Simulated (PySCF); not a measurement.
# B2FH7N2: the cost of one run

The runs use PySCF 2.14.0, with density-fitted response routines of our own; the level of theory stands in each step. All values are computed, except where a source is named. Atoms count from 0, in the outputs and in this text.

## Step 1: Starting geometry

12 atoms, charge 0, multiplicity 1; geometry from: GFN2-xTB. The atoms were then displaced at random by about 0.01 Å, so the start is not that level's minimum.

Bonds of the start (Å): F0–B1 1.39, B1–N2 1.59, N2–B3 1.57, B3–N4 1.56, N4–B1 1.58, B1–H5 1.18, N2–H6 1.00, N2–H7 1.01, B3–H8 1.19, B3–H9 1.21, N4–H10 1.03, N4–H11 1.00.

## Step 2: Relaxing the molecule at PBE0-D3(BJ)/def2-SVP

Job settings and geometry (Å):

```
{"job": {"xc": "PBE0", "basis": "def2-SVP", "d3": "d3bj", "grid": 1, "shake": 0.01, "kind": "geom"}, "charge": 0, "multiplicity": 1}
F      1.886900    -0.007760    -1.082700
B      1.070540    -0.135880     0.031190
N     -0.162200    -1.096870    -0.284680
B     -1.082060     0.099300     0.139300
N      0.108930     1.107260     0.186270
H      1.688240    -0.405750     1.003740
H     -0.181920    -1.334970    -1.259190
H     -0.188140    -1.942990     0.257180
H     -1.902280     0.373530    -0.682660
H     -1.567710    -0.084640     1.233070
H      0.202500     1.665450     1.045500
H      0.166890     1.735050    -0.596050
```

Started as:

```sh
OMP_NUM_THREADS=1 python probes_run.py task.json out
```

The driver reads the jobs from task.json and runs them one after another.

Q: Estimate the wall time and peak memory of this first job on 1 thread of Arm Neoverse V1, shared host.

About 17 s, with a peak of 0.43 GiB.
